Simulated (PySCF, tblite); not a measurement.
**C7H13N3: geometry, infrared bands and NMR shifts**

Wanted: the infrared bands and NMR shifts of C7H13N3 (`CCc1nnn(CC)c1C`), by calculation.

Computed with tblite 0.8.0 and PySCF 2.14.0, with density-fitted response routines of our own, on a single molecule in the gas phase. Atoms count from 0, in the outputs and in this text.

## Step 1: Starting geometry

23 atoms, charge 0, multiplicity 1; geometry from: force field or distance geometry start.

Bonds of the start (Å): C0–C1 1.55, C1–C2 1.50, C2–N3 1.34, N3–N4 1.34, N4–N5 1.32, N5–C6 1.46, C6–C7 1.54, N5–C8 1.35, C8–C9 1.49, C8–C2 1.36, C0–H10 1.11, C0–H11 1.10, C0–H12 1.11, C1–H13 1.11, C1–H14 1.10, C6–H15 1.09, C6–H16 1.12, C7–H17 1.12, C7–H18 1.11, C7–H19 1.11, C9–H20 1.10, C9–H21 1.11, C9–H22 1.12.

## Step 2: Geometry optimisation with GFN2-xTB

What the job is given:

```
{"job": {"kind": "relax", "xc": "GFN2-xTB", "basis": "xTB"}, "charge": 0, "multiplicity": 1}
C     -2.849500    -0.662000     0.938100
C     -2.604900    -0.024900    -0.452800
C     -1.162800    -0.267500    -0.768600
N     -0.761100    -1.220400    -1.618500
N      0.577800    -1.200800    -1.691700
N      0.993100    -0.214000    -0.915900
C      2.398400     0.156400    -0.738500
C      3.011800    -0.606400     0.446100
C     -0.063500     0.387200    -0.318300
C      0.038100     1.535000     0.627100
H     -3.335800     0.052700     1.639400
H     -3.450800    -1.574600     0.789800
H     -1.847400    -0.926000     1.334600
H     -2.872100     1.047500    -0.427600
H     -3.224900    -0.557300    -1.187400
H      2.558800     1.235000    -0.673200
H      2.913700    -0.279900    -1.634000
H      2.560500    -1.630700     0.474500
H      2.842100    -0.075200     1.411100
H      4.084000    -0.754100     0.202100
H      0.230100     1.244200     1.667700
H     -0.901900     2.121000     0.566600
H      0.861600     2.241700     0.339700
```

On the command line:

```console
OMP_NUM_THREADS=1 python probes_run.py task.json out
```

One launch serves the whole session: the jobs run in the order shown.

**Question.** This job is followed by: GFN2-xTB harmonic vibrations, gas phase; GIAO PBE0/pcSseg-1 NMR shielding, non-relativistic, gas phase. Predict these results of the whole session: strongest single infrared mode (GFN2-xTB); zero-point energy (GFN2-xTB); 13C shifts against TMS (PBE0/pcSseg-1); 1H shifts against TMS (PBE0/pcSseg-1, means over atoms taken as alike); 15N shifts against NH3 (PBE0/pcSseg-1).

As calculated:

| quantity | value |
| --- | --- |
| strongest single infrared mode (GFN2-xTB) | 3027 cm⁻¹, 53 km/mol |
| zero-point energy (GFN2-xTB) | 123.1 kcal/mol |
| 13C shifts against TMS (PBE0/pcSseg-1) | 151.9, 133.0, 44.8, 23.6, 18.6, 18.1, 9.9 ppm |
| 1H shifts against TMS (PBE0/pcSseg-1, means over atoms taken as alike) | 4.37, 2.85, 2.39, 1.37, 1.17 ppm |
| 15N shifts against NH3 (PBE0/pcSseg-1) | 396.8, 382.7, 273.5 ppm |

In words: Over 95 steps the energy fell by 0.583 eV; of the close pairs, N3–N4 changed most, 1.341 to 1.279 Å. No mode is imaginary among the 63: a minimum at this level. The strongest single mode, at 3027 cm⁻¹, moves mainly H12. GFN2-xTB is a fitted tight-binding method: band positions and strengths are rough. Its intensities can rank the bands wrongly. H15, H16 (mean) (hydrogen on an sp3 CH2 bonded to N) lies farthest downfield among hydrogen, at 4.37 ppm; its carbon carries N, an electronegative neighbour. At PBE0/pcSseg-1: The largest span, 511 ppm, is at N3, where the paramagnetic term is -446 ppm. NICS(1)zz of -31 ppm above the planar ring from C2 marks a diatropic (aromatic) ring current.
